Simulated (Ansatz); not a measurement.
This script drives Ansatz 0.2.0, Python API.

Script `scan.py`:
```python
"""Stretching a bond of BFH6Si2, the rest held rigid."""

import warnings

import ansatz as az
import numpy as np

GEOMETRY = """
F    -2.17580    0.31680   -1.34320
B    -0.83050    0.66970   -1.54590
Si    0.31760    0.81940   -0.02500
Si    0.43340   -1.11110    1.09080
H    -0.39670    0.82220   -2.65210
H    -0.13090    1.90200    0.87580
H     1.74020    1.13210   -0.46180
H     0.87760   -2.17120    0.19640
H     1.25240   -0.99940    2.30290
H    -1.00420   -1.43180    1.56500
"""


def main() -> None:
    warnings.simplefilter("ignore", az.DeckWarning)

    molecule = az.Crystal.molecule()
    for line in GEOMETRY.strip().splitlines():
        symbol, *xyz = line.split()
        molecule = molecule.atom(symbol, [float(v) for v in xyz])

    symbols = [site.symbol for site in molecule.cartesian_sites]
    start = np.array([site.position_ang for site in molecule.cartesian_sites])
    axis = (start[6] - start[2]) / np.linalg.norm(start[6] - start[2])
    moving = [6]
    lengths, energies = [1.338, 1.399, 1.46, 1.521, 1.581, 1.642, 1.703, 1.794], []
    for length in lengths:
        xyz = start.copy()
        xyz[moving] += (length - np.linalg.norm(start[6] - start[2])) * axis
        point = az.Crystal.molecule()
        for symbol, place in zip(symbols, xyz):
            point = point.atom(symbol, place.tolist())
        base = point.calculation()
        base = base.basis(gaussian="cc-pVDZ")
        base = base.functional("R2SCAN0")
        r = base.run(threads=1, backend="cpu").report
        energies.append(r["free_energy_ev"])
        print(f"r = {length:6.3f} A  E = {energies[-1]:.5f} eV  <S^2> = {abs(r['mean_field']['state']['spin_squared']):.3f}")

    # quartic fit about the minimum
    fit = np.polynomial.Polynomial.fit(lengths, np.array(energies) - min(energies), 4).convert()
    roots = [r.real for r in fit.deriv().roots() if abs(r.imag) < 1e-9 and fit.deriv(2)(r.real) > 0]
    r_e = min(roots, key=lambda r: abs(r - lengths[int(np.argmin(energies))]))
    print(f"minimum of the fit at {r_e:.4f} A, force constant {fit.deriv(2)(r_e):.2f} eV/A^2")


if __name__ == "__main__":
    main()
```

It is started by `python scan.py`. Estimate its wall time and peak memory on 1 thread of Arm Neoverse V1 (shared host).

It took about 48 s, with a peak of 0.27 GiB, for 8 runs of the engine.

Output of `python scan.py`:
```text
r =  1.338 A  E = -19242.29646 eV  <S^2> = 0.000
r =  1.399 A  E = -19242.48246 eV  <S^2> = 0.000
r =  1.460 A  E = -19242.56954 eV  <S^2> = 0.000
r =  1.521 A  E = -19242.57952 eV  <S^2> = 0.000
r =  1.581 A  E = -19242.53107 eV  <S^2> = 0.000
r =  1.642 A  E = -19242.43643 eV  <S^2> = 0.000
r =  1.703 A  E = -19242.30725 eV  <S^2> = 0.000
r =  1.794 A  E = -19242.06928 eV  <S^2> = 0.000
minimum of the fit at 1.4989 A, force constant 17.65 eV/A^2
```

Reading the output:
- Total energies depend on the basis set; only differences at equal settings carry meaning.
- The rest of the molecule is held rigid at a force-field or estimated start geometry, and the basis set is modest; single-reference methods fail as a bond breaks.
- The orbitals are restricted, so S² is zero by construction.
